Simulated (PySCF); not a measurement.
Molecule: CAlClBrH3, in a box.

```xyz
7
Lattice="12.0000 0.0000 0.0000 0.0000 13.0000 0.0000 0.0000 0.0000 12.0000" Properties=species:S:1:pos:R:3 pbc="T T T"
C     5.6375    7.9914    5.7211
Al    5.9005    6.0923    5.9363
Cl    7.5005    5.3466    7.0571
Br    4.5256    4.5716    5.0110
H     4.7615    8.2127    5.1091
H     5.5121    8.4703    6.6964
H     6.5150    8.4454    5.2519
```

Base run:

- Program: PySCF 2.14.0
- Functional: RPBE
- Dispersion: D4
- Potentials or basis: 6-31g* (all-electron)
- k mesh: 1 × 1 × 1
- Occupations: fixed
- Spin: no spin polarisation

Its results: gap between the frontier levels 5.44 eV.

Q: The run is repeated on the same cell with these changes: functional from RPBE to r2SCAN. What comes out?

A: Gap between the frontier levels 6.04 eV.

r2SCAN gives the wider gap, since meta-GGAs in the generalised Kohn-Sham scheme recover part of the derivative discontinuity.

Caveats: this is a molecule in a periodic box at the Γ point, so its band gap is the HOMO-LUMO gap; relativity is left out, which matters for the heavier elements; the basis of atomic orbitals isn't converged, which shifts pressures, moduli and gaps.

